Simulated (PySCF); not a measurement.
The system is F2AlSeH, in a box.

```xyz
5
Lattice="12.0000 0.0000 0.0000 0.0000 12.0000 0.0000 0.0000 0.0000 13.0000" Properties=species:S:1:pos:R:3 pbc="T T T"
F     6.8696    5.7165    8.3479
Al    6.4564    5.7915    6.7662
F     7.2788    4.8807    5.6818
Se    4.7471    7.1613    6.1146
H     4.9460    6.7398    4.7201
```

Program: PySCF 2.14.0. Alike in all runs: task atomic charges; potentials or basis pob-tzvp-rev2 (all-electron); no spin polarisation; cell as given; k mesh 1 × 1 × 1; smearing fixed.

Order these runs on this cell by their band gap on the k mesh, lowest first.
A. level LDA
B. level N12
C. level B3LYP+D3(BJ); three-body dispersion term no; exxdiv ewald

A (5.09 eV), B (5.33 eV), C (6.89 eV).

Caveats: this is a molecule in a periodic box at the Γ point, so its band gap is the HOMO-LUMO gap; relativity is left out, which matters for the heavier elements; the basis of atomic orbitals isn't converged, which shifts pressures, moduli and gaps; this basis is made for solids and lacks diffuse functions, so gaps of a molecule come out too wide by an eV or more.

Runs at the PBE level aren't shown here.
